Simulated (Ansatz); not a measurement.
**YS: how the settings move a single-point run**

Question: which choices in the input matter for YS?

Program: Ansatz 0.2.0. Level of theory: reference: DFT, PBEsol, norm-conserving pseudopotentials, Ansatz's default files, scalar-relativistic. These are calculated values, not measurements.

## 1. The starting structure

It takes space group Fm-3m (No. 225, cubic). The conventional cell has a = 5.460 Å, b = 5.460 Å, c = 5.460 Å, α = 90.00°, β = 90.00°, γ = 90.00°. Y (site symmetry m-3m) has 6 S at 2.73 Å as nearest neighbours. S (site symmetry m-3m) has 6 Y at 2.73 Å as nearest neighbours.

As a file:

```
CELL_PARAMETERS angstrom
0.00000 2.73009 2.73009
2.73009 0.00000 2.73009
2.73009 2.73009 0.00000
ATOMIC_POSITIONS crystal
Y 0.50000 0.50000 0.50000
S 0.00000 0.00000 0.00000
```

## 2. Baseline

The input, input.yaml:

```yaml
crystal:
  lattice:
    - [0.0, 2.730091112, 2.730091112]
    - [2.730091112, 0.0, 2.730091112]
    - [2.730091112, 2.730091112, 0.0]
  atoms:
    - { symbol: "Y", position: [0.5, 0.5, 0.5] }
    - { symbol: S, position: [0.0, 0.0, 0.0] }
kpoints:
  mp_grid: { grid: [9, 9, 9] }
scf:
  occupations: { method: fermi_dirac, width: 0.02 }
hamiltonian:
  xc: pbesol
  pseudopotentials: { kind: nc }
output:
  forces: true
  stress: true
  eigenvalues: true
```

On the command line:

```
ansatz run input.yaml --threads 1 --pin off --max-ram 2048MiB --backend cpu --events-out ev --progress --plain --runs-dir out
```

## 3. Changing settings: mp_grid.grid [11, 11, 11], hubbard.sites [{species: Y, l: d, u_eff: 1.0}], hubbard.double_counting fll

input.yaml, as its differences from that of step 2:

```diff
@@ -9,3 +9,3 @@
 kpoints:
-  mp_grid: { grid: [9, 9, 9] }
+  mp_grid: { grid: [11, 11, 11] }
 scf:
@@ -15,2 +15,3 @@
   pseudopotentials: { kind: nc }
+  hubbard: { sites: [{ species: "Y", l: d, u_eff: 1.0 }], double_counting: fll }
 output:
```

**Question.** What will these runs give? Wanted: for each run, ending; energy change; pressure; gap; force.

As calculated:

| run | ending | energy change | pressure (GPa) | gap (eV) | force (eV/Å) | cycles | time |
| --- | --- | --- | --- | --- | --- | --- | --- |
| reference | converged | 0 | 0.0 | 0.00 | 0.00 | 7 | 3.4 s |
| 1: mp_grid.grid [11, 11, 11], hubbard.sites [{species: Y, l: d, u_eff: 1.0}], hubbard.double_counting fll | converged | +451.5 meV/atom (U changed: no physical gain or loss) | 1.3 | 0.00 | 0.00 | 6 | 6 s |

Residual by cycle in the longest SCF loop of each run; runs are numbered as in the table. The quantity is the density residual dr2, in eV.

| cycle | reference | run 1 |
| --- | --- | --- |
| 1 | 0.283 | 0.185 |
| 2 | 0.0677 | 0.0596 |
| 3 | 0.00375 | 0.00263 |
| 4 | 6.0e-5 | 8.1e-5 |
| 5 | 3.4e-6 | 6.0e-6 |
| 6 | 1.1e-7 | 5.4e-8 |
| 7 | 6.6e-10 | - |

What this shows: Changing the k-point mesh and Hubbard U moves the energy by +451.5 meV/atom, and the pressure goes from 0.0 to 1.3 GPa. The U term adds an energy of its own, so the shift says nothing about which run is better. Cost: 6 SCF cycles against 7, 6 s against 3.4 s. A changed U is a change of model: its shifts are not errors of convergence.
